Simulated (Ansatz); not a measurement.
# Be5Au: the cost of one run

Method: DFT r2SCAN, scalar-relativistic, plane waves, PAW, in Ansatz 0.2.0.

1 further run of the same task is left out (set aside as unsound or not needed). Runs told in other sessions of the task aren't counted.

**1. Starting point**

The structure is cubic, space group F-43m (No. 216). The conventional cell has a = 6.098 Å, b = 6.098 Å, c = 6.098 Å, α = 90.00°, β = 90.00°, γ = 90.00°. Around Be (site symmetry 3m) lie 9 Be at 2.15 to 2.53 Å and 3 Au at 2.53 Å. Around Be (site symmetry -43m) lie 12 Be at 2.53 Å and 4 Au at 2.64 Å. Around Au (site symmetry -43m) lie 16 Be at 2.53 to 2.64 Å.

As a file:

```cif
data_structure
_symmetry_space_group_name_H-M 'F-43m'
_symmetry_Int_Tables_number 216
_cell_length_a 6.0975
_cell_length_b 6.0975
_cell_length_c 6.0975
_cell_angle_alpha 90.000
_cell_angle_beta 90.000
_cell_angle_gamma 90.000
_cell_volume 226.71
loop_
_atom_site_label
_atom_site_type_symbol
_atom_site_symmetry_multiplicity
_atom_site_Wyckoff_symbol
_atom_site_fract_x
_atom_site_fract_y
_atom_site_fract_z
_atom_site_occupancy
Be1 Be 16 e 0.12472 0.37528 0.12472 1
Be2 Be 4 d 0.25000 0.25000 0.75000 1
Au1 Au 4 a 0.00000 0.00000 0.00000 1
```

This cell was relaxed beforehand with the same method: volume 9.45 Å³/atom, gap on the mesh none (metal).

**2. Volume × 0.97**

Input file input.yaml:

```yaml
crystal:
  lattice:
    - [0.0, 3.0179755154, 3.0179755154]
    - [3.0179755154, 0.0, 3.0179755154]
    - [3.0179755154, 3.0179755154, 0.0]
  atoms:
    - { symbol: Be, position: [0.6247226446, 0.6247226446, 0.6247226446] }
    - { symbol: Be, position: [0.1258320663, 0.6247226446, 0.6247226446] }
    - { symbol: Be, position: [0.6247226446, 0.6247226446, 0.1258320663] }
    - { symbol: Be, position: [0.6247226446, 0.1258320663, 0.6247226446] }
    - { symbol: Be, position: [0.25, 0.25, 0.25] }
    - { symbol: Au, position: [0.0, 0.0, 0.0] }
basis:
  ecutwfc: 500
kpoints:
  mp_grid: { grid: [10, 10, 10] }
hamiltonian:
  xc: r2scan
scf:
  occupations: { method: gaussian, width: 0.1 }
output:
  forces: true
  stress: true
  eigenvalues: true
relax:
  adjacent_minimum: "off"
  f_tol: 0.01
  max_steps: 30
```

Started as:

```console
> ansatz run input.yaml --threads 1 --pin off --max-ram 2560MiB --backend cpu --events-out ev --progress --plain --runs-dir out
```

Q: Estimate wall time and peak memory on 1 thread of Arm Neoverse V1, shared host.

About 32 s, with a peak of 0.51 GiB.
